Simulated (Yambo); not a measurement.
# MoS2 in Yambo: notebook, part 2 of 3

Yambo 5.3.0. Earlier steps stand in the parts before.

### Step 5. Optical spectrum, PBEsol

Contents of optics3.in:

```
optics
chi
tddft
Chimod= "LRC"
% BndsRnXd
 1 | 38 |
%
NGsBlkXd= 3 Ry
% LongDrXd
 1 | 0 | 0 |
%
% QpntsRXd
 1 | 1 |
%
% EnRngeXd
 0 | 20 | eV
%
% DmRngeXd
 0.1 | 0.1 | eV
%
ETStpsXd= 200
LRC_alpha= -0.2
```

Contents of scf.in:

```
&CONTROL
  calculation = 'scf'
  prefix = 'pwscf'
  outdir = './tmp'
  pseudo_dir = './pseudo'
/
&SYSTEM
  ibrav = 0
  nat = 3
  ntyp = 2
  ecutwfc = 80
  nbnd = 20
  occupations = 'smearing'
  smearing = 'fd'
  degauss = 0.00367493
  force_symmorphic = .true.
/
&ELECTRONS
  conv_thr = 6d-10
  electron_maxstep = 120
  mixing_beta = 0.5
/
ATOMIC_SPECIES
Mo    95.9500 Mo.upf
S     32.0600 S.upf
CELL_PARAMETERS angstrom
   3.1841260822    0.0000000000    0.0000000000
  -1.5920630411    2.7575340760    0.0000000000
   0.0000000000    0.0000000000   17.3345999500
ATOMIC_POSITIONS crystal
Mo     0.0000000000    0.0000000000    0.0000000000
S      0.3333333333    0.6666666667    0.9105070200
S      0.3333333333    0.6666666667    0.0894929800
K_POINTS automatic
12 12 2 0 0 0
```

Contents of nscf.in:

```
&CONTROL
  calculation = 'nscf'
  prefix = 'pwscf'
  outdir = './tmp'
  pseudo_dir = './pseudo'
/
&SYSTEM
  ibrav = 0
  nat = 3
  ntyp = 2
  ecutwfc = 80
  nbnd = 43
  occupations = 'fixed'
  force_symmorphic = .true.
/
&ELECTRONS
  conv_thr = 1d-08
  diago_full_acc = .true.
  diago_thr_init = 1d-06
/
ATOMIC_SPECIES
Mo    95.9500 Mo.upf
S     32.0600 S.upf
CELL_PARAMETERS angstrom
   3.1841260822    0.0000000000    0.0000000000
  -1.5920630411    2.7575340760    0.0000000000
   0.0000000000    0.0000000000   17.3345999500
ATOMIC_POSITIONS crystal
Mo     0.0000000000    0.0000000000    0.0000000000
S      0.3333333333    0.6666666667    0.9105070200
S      0.3333333333    0.6666666667    0.0894929800
K_POINTS automatic
12 12 2 0 0 0
```

Potentials or basis: PseudoDojo 0.4.1 SR PBEsol standard.

On the command line:

```console
$ OMP_NUM_THREADS=1 pw.x -in scf.in > scf.out
$ OMP_NUM_THREADS=1 pw.x -in nscf.in > nscf.out
$ cd tmp/pwscf.save; p2y; mv SAVE ../..; cd ../..
$ OMP_NUM_THREADS=1 yambo
$ OMP_NUM_THREADS=1 yambo -F optics3.in -J optics3 -C optics3_out
```

Yambo's report:

```text
[... sections 02.01 to 02.04 as in the set-up run ...]

  [02.05] Energies & Occupations
  ==============================

  [X] === General ===
  [X] Electronic Temperature                        :  0.000000  0.000000 [eV K]
  [X] Bosonic    Temperature                        :  0.000000  0.000000 [eV K]
  [X] Finite Temperature mode                       : no
  [X] El. density                                   :  0.17082E+24 [cm-3]
  [X] Fermi Level                                   : -0.226889 [eV]

  [X] === Gaps and Widths ===
  [X] Conduction Band Min                           :  1.585838 [eV]
  [X] Valence Band Max                              :  0.000000 [eV]
  [X] Filled Bands                                  :  13
  [X] Empty Bands                                   :   14   43
  [X] Direct Gap                                    :  1.660470 [eV]
  [X] Direct Gap localized at k                     :   37
  [X] Indirect Gap                                  :  1.585838 [eV]
  [X] Indirect Gap between kpts                     :    2   37
  [X] Last valence band width                       :  1.021477 [eV]
  [X] 1st conduction band width                     :  1.140534 [eV]

 [03] Transferred momenta grid and indexing
 ==========================================

 IBZ Q-points                                      :   38
 BZ  Q-points                                      :  288

 K/Q-points units:
 rlu = crystal or reduced units; cc = cartesian coordinates; iku = interal k-units

 Q [ 1]         [rlu]:  0.000000  0.000000  0.000000
 Q [ 2]         [rlu]:  0.000000  0.000000 -0.500000
 Q [ 3]         [rlu]: -0.42518E-18  0.83333E-01   0.0000
 Q [ 4]         [rlu]: -0.42518E-18  0.83333E-01 -0.50000
 Q [ 5]         [rlu]: -0.85036E-18  0.16667       0.0000
 Q [ 6]         [rlu]: -0.85036E-18  0.16667     -0.50000
 Q [ 7]         [rlu]: -0.12755E-17  0.25000       0.0000
 Q [ 8]         [rlu]: -0.12755E-17  0.25000     -0.50000
 Q [ 9]         [rlu]: -0.17007E-17  0.33333       0.0000
 Q [10]         [rlu]: -0.17007E-17  0.33333     -0.50000
 Q [11]         [rlu]: -0.21259E-17  0.41667       0.0000
 Q [12]         [rlu]: -0.21259E-17  0.41667     -0.50000
 Q [13]         [rlu]:  0.25511E-17 -0.50000       0.0000
 Q [14]         [rlu]:  0.25511E-17 -0.50000     -0.50000
 Q [15]         [rlu]:  0.083333  0.083333  0.000000
[... 21 lines left out ...]
 Q [37]         [rlu]:  0.333333  0.333333  0.000000
 Q [38]         [rlu]:  0.333333  0.333333 -0.500000

 [04] Dipoles
 ============

  [04.01] Setup: observables and procedures
  =========================================

  [WARNING] [x,Vnl] slows the Dipoles computation. To neglect it rename the ns.kb_pp file
  [WF-Oscillators/G space/Transverse up loader] Normalization (few states)  min/max  :  0.54774E-17   1.0000

  [WR./optics3//ndb.dipoles]------------------------------------------------------
   Brillouin Zone Q/K grids (IBZ/BZ)                :   38  288   38  288
   RL vectors                                       :  15467 [WF]
   Fragmentation                                    : yes
   Electronic Temperature                           :  0.000000 [K]
   Bosonic    Temperature                           :  0.000000 [K]
   DIP band range                                   :    1   38
   DIP band range limits                            :  13  14
   DIP e/h energy range                             : -1.000000 -1.000000 [eV]
   RL vectors in the sum                            :  15467
   [r,Vnl] included                                 : yes
   Bands ordered                                    : yes
[... 7 lines left out ...]
  [WARNING] In case H contains other non local terms, these are neglected

 [05] Optics
 ===========

 [X-CG] R(p) Tot o/o(of R):    9901   93600     100
```

Wall time 14 min (1 thread of AMD EPYC, shared host); peak memory 1.3 GiB.

Results:

| Property | Result |
| --- | --- |
| Band gap on the k mesh, mean-field level | 1.59 eV, indirect (least direct gap 1.66 eV) |
| Absorption peak | 2.91 eV |
| Electronic dielectric constant along the field | 6.39 |
| Electronic dielectric constant along the field, independent particles | 6.31 |

Dielectric function (along the field direction of the input):
```tsv
energy (eV)	real part	imaginary part
0.30	6.44	0.17
1.31	7.78	0.43
2.31	9.05	2.94
3.32	0.67	6.84
4.42	-1.33	4.64
5.43	-0.61	2.80
6.43	-0.65	2.45
7.54	0.05	1.39
8.54	0.55	0.65
9.55	0.74	1.17
10.65	0.60	1.42
11.66	0.25	0.87
12.66	0.21	0.81
13.77	0.18	0.65
14.77	0.31	0.54
15.78	0.40	0.44
16.88	0.53	0.27
17.89	0.57	0.31
18.89	0.59	0.42
20.00	0.55	0.27
```

Caveat: the long-range kernel's strength is typed, not fitted to the crystal's screening; independent-particle spectra lack excitons.

### Step 6. Optical spectrum by the Bethe-Salpeter equation, PBEsol

Contents of bse4.in:

```
optics
bse
bss
rim_cut
RandQpts= 1000000
RandGvec= 50 RL
BSKmod= "HARTREE"
BSEmod= "retarded"
BSSmod= "h"
% BSEQptR
 1 | 1 |
%
% BSEBands
 11 | 16 |
%
BSENGexx= 20 Ry
% BEnRange
 0 | 20 | eV
%
% BDmRange
 0.1 | 0.1 | eV
%
BEnSteps= 200
% BLongDir
 1 | 0 | 0 |
%
BSEprop= "abs"
BSHayTrs= -0.02
```

scf.in is that of step 5.

nscf.in is that of step 5.

Potentials or basis: PseudoDojo 0.4.1 SR PBEsol standard.

On the command line:

```console
$ OMP_NUM_THREADS=1 pw.x -in scf.in > scf.out
$ OMP_NUM_THREADS=1 pw.x -in nscf.in > nscf.out
$ cd tmp/pwscf.save; p2y; mv SAVE ../..; cd ../..
$ OMP_NUM_THREADS=1 yambo
$ OMP_NUM_THREADS=1 yambo -F bse4.in -J bse4 -C bse4_out
```

Yambo's report:

```text
[... sections 02.01 to 02.04 as in the set-up run ...]

  [02.05] Energies & Occupations
  ==============================

  [X] === General ===
  [X] Electronic Temperature                        :  0.000000  0.000000 [eV K]
  [X] Bosonic    Temperature                        :  0.000000  0.000000 [eV K]
  [X] Finite Temperature mode                       : no
  [X] El. density                                   :  0.17082E+24 [cm-3]
  [X] Fermi Level                                   : -0.226889 [eV]

  [X] === Gaps and Widths ===
  [X] Conduction Band Min                           :  1.585838 [eV]
  [X] Valence Band Max                              :  0.000000 [eV]
  [X] Filled Bands                                  :  13
  [X] Empty Bands                                   :   14   43
  [X] Direct Gap                                    :  1.660470 [eV]
  [X] Direct Gap localized at k                     :   37
  [X] Indirect Gap                                  :  1.585838 [eV]
  [X] Indirect Gap between kpts                     :    2   37
  [X] Last valence band width                       :  1.021477 [eV]
  [X] 1st conduction band width                     :  1.140534 [eV]

 [03] Transferred momenta grid and indexing
 ==========================================

 IBZ Q-points                                      :   38
 BZ  Q-points                                      :  288

 K/Q-points units:
 rlu = crystal or reduced units; cc = cartesian coordinates; iku = interal k-units

 Q [ 1]         [rlu]:  0.000000  0.000000  0.000000
 Q [ 2]         [rlu]:  0.000000  0.000000 -0.500000
 Q [ 3]         [rlu]: -0.42518E-18  0.83333E-01   0.0000
 Q [ 4]         [rlu]: -0.42518E-18  0.83333E-01 -0.50000
 Q [ 5]         [rlu]: -0.85036E-18  0.16667       0.0000
 Q [ 6]         [rlu]: -0.85036E-18  0.16667     -0.50000
 Q [ 7]         [rlu]: -0.12755E-17  0.25000       0.0000
 Q [ 8]         [rlu]: -0.12755E-17  0.25000     -0.50000
 Q [ 9]         [rlu]: -0.17007E-17  0.33333       0.0000
 Q [10]         [rlu]: -0.17007E-17  0.33333     -0.50000
 Q [11]         [rlu]: -0.21259E-17  0.41667       0.0000
 Q [12]         [rlu]: -0.21259E-17  0.41667     -0.50000
 Q [13]         [rlu]:  0.25511E-17 -0.50000       0.0000
 Q [14]         [rlu]:  0.25511E-17 -0.50000     -0.50000
 Q [15]         [rlu]:  0.083333  0.083333  0.000000
[... 21 lines left out ...]
 Q [37]         [rlu]:  0.333333  0.333333  0.000000
 Q [38]         [rlu]:  0.333333  0.333333 -0.500000

 [04] Coloumb potential Random Integration (RIM)
[... 66 lines left out ...]
   Brillouin Zone Q/K grids (IBZ/BZ)                :   38  288   38  288
   RL vectors                                       :  15467 [WF]
   Fragmentation                                    : yes
   Electronic Temperature                           :  0.000000 [K]
   Bosonic    Temperature                           :  0.000000 [K]
   DIP band range                                   :  11  16
   DIP band range limits                            :  13  14
   DIP e/h energy range                             : -1.000000 -1.000000 [eV]
   RL vectors in the sum                            :  15467
   [r,Vnl] included                                 : yes
   Bands ordered                                    : yes
[... 7 lines left out ...]
  [WARNING] In case H contains other non local terms, these are neglected

 [06] Bethe Salpeter Equation driver
 ===================================

  [06.01] Bethe Salpeter Equation @q1
  ===================================

   [06.01.01] Transition pre-analysis @q1
   ======================================

   [06.01.02] Transition Groups build-up @q1
   =========================================

   [BSK] Transition groups (total):   38
   [BSK] Size (resonant):  2592
   [BSK]         (total):  2592
   [BSK] N. of matrices :  1

   [06.01.03] Loading Dipoles @q1
   ==============================

   [06.01.04] Independent Particles properties @q1
   ===============================================

   [06.01.05] BSE Kernel @q1 (Resonant EXCHANGE)
   =============================================

   [BSE] Exchange components :  1613

   [06.01.06] Main kernel loop
   ===========================

   [WR./bse4//ndb.BS_Q1_CPU_0]-----------------------------------------------------
    Brillouin Zone Q/K grids (IBZ/BZ)                :   38  288   38  288
    RL vectors                                       :  15467 [WF]
    Coulomb cutoff potential                         : none
    Parallel CPUs
    Parallel Roles
    Fragmentation                                    : no
    BS kernel          wavefunctions                 : Perdew, Burke & Ernzerhof SOL(X)+Perdew, Burke & Ernzerhof SOL(C)
    Static diel. fun.  energies                      : Perdew, Burke & Ernzerhof SOL(X)+Perdew, Burke & Ernzerhof SOL(C)
    wavefunctions                                    : Perdew, Burke & Ernzerhof SOL(X)+Perdew, Burke & Ernzerhof SOL(C)
    [K] Identifier                                   :   8069
    [K] Dimension                                    :  2592
    [K] Bands                                        :  11  16
    [K] Exchange                                     : yes [res]
    [K] Correlation                                  : no [res]
    [K] Kernel`s coupling                            : no
    [K] Exchange                                     : no [cpl]
    [K] Correlation                                  : no [cpl]
    [K] W interaction is bare                        : no
    [K] ALDA kernel in R-space                       : no
    [K] RL vectors                                   :  1613 [exchange]
    [K] E/h energy range                             : -1.000000 -1.000000 [eV]
    [K] Coupling range                               :  100.0000  100.0000 [o/o]
    [K] Kernel long-range exchange                   : BAR

  [06.02] BSE solver(s) @q1
  =========================

  [06.03] Haydock Solver in the optics basis @q1 using the hermitian scheme
  =========================================================================

  Accuracy (requested)      : -0.020000 [o/o]
  Accuracy (reached)        :  0.016876 [o/o]
  Iterations                :   47
```

o-bse4.eps_q1_haydock_bse:

```text
# Absorption @ Q(1):   1.00000000      0.00000000      0.00000000    [q->0 direction]
#
[... 47 lines left out ...]
        0.301508           0.024970           4.794786           0.031472           5.086161           0.024970           4.794786
        0.402010           0.034039           4.824192           0.043022           5.123244           0.034039           4.824192
        0.502513           0.043813           4.862967           0.055579           5.172296           0.043813           4.862967
[... 192 lines left out ...]
        19.89950           0.001297           0.876330           0.001211           0.884095           0.001297           0.876330
        20.00000           0.001276           0.877623           0.001192           0.885303           0.001276           0.877623
#
```

Wall time 12 min (1 thread of AMD EPYC, shared host); peak memory 0.42 GiB.

Results:

```
Band gap on the k mesh, mean-field level : 1.59 eV, indirect (least direct gap 1.66 eV)
Absorption peak                          : 3.12 eV
```

Dielectric function (along the field direction of the input):
| energy (eV) | real part | imaginary part |
| --- | --- | --- |
| 0.30 | 4.79 | 0.02 |
| 0.90 | 5.13 | 0.10 |
| 1.61 | 6.54 | 1.19 |
| 2.31 | 6.55 | 1.79 |
| 3.02 | 8.46 | 10.55 |
| 3.62 | -1.52 | 7.68 |
| 4.32 | -1.81 | 7.03 |
| 5.03 | -0.79 | 3.09 |
| 5.73 | -2.10 | 1.54 |
| 6.33 | -1.53 | 0.54 |
| 7.04 | -0.53 | 0.08 |
| 7.74 | -0.12 | 0.04 |
| 8.44 | 0.13 | 0.03 |
| 9.05 | 0.27 | 0.02 |
| 9.75 | 0.40 | 0.02 |
| 10.45 | 0.49 | 0.01 |
| 11.16 | 0.56 | 0.01 |
| 11.76 | 0.61 | 0.01 |
| 12.46 | 0.66 | 0.01 |
| 13.17 | 0.70 | 0.01 |
| 13.87 | 0.73 | 0.00 |
| 14.47 | 0.76 | 0.00 |
| 15.18 | 0.78 | 0.00 |
| 15.88 | 0.80 | 0.00 |
| 16.58 | 0.82 | 0.00 |
| 17.19 | 0.83 | 0.00 |
| 17.89 | 0.85 | 0.00 |
| 18.59 | 0.86 | 0.00 |
| 19.30 | 0.87 | 0.00 |
| 20.00 | 0.88 | 0.00 |

Caveat: the mesh is thin for optics, so peaks and dielectric constants aren't converged.

[end of part 2 of 3]
